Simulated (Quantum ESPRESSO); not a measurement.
SiTe: Wannier functions under several settings

```xyz
4
Lattice="5.4236 0.0000 0.0000 0.0000 3.2636 0.0000 0.0000 0.0000 5.7184" Properties=species:S:1:pos:R:3 pbc="T T T"
Si    1.3559    1.6318    3.9959
Si    4.0677    1.6318    1.7225
Te    1.3559    0.0000    1.0740
Te    4.0677    0.0000    4.6444
```

The cell was built by a generator and needn't be a form met in nature.

All runs used Quantum ESPRESSO 7.5; potentials GBRV 1.5 LDA; k mesh 4 × 6 × 4; given cell; no spin polarisation; cutoff 612 eV; occupations fermi-dirac, width 0.05 eV.

```csv
level,start,Wannier mesh,spread a function (Å²),RMS miss of the bands (meV)
LDA,atomic projections with disentanglement,3 × 5 × 3,?,?
LDA,"atomic projections with disentanglement, not minimised",3 × 5 × 3,2.19,62
LDA,SCDM with an erfc weight,3 × 5 × 3,1.92,61
```

What stands in the row left open?

Spread a function 1.98 Å²; RMS miss of the bands 65 meV.

For the row left open. Caveat: the k mesh is coarse.
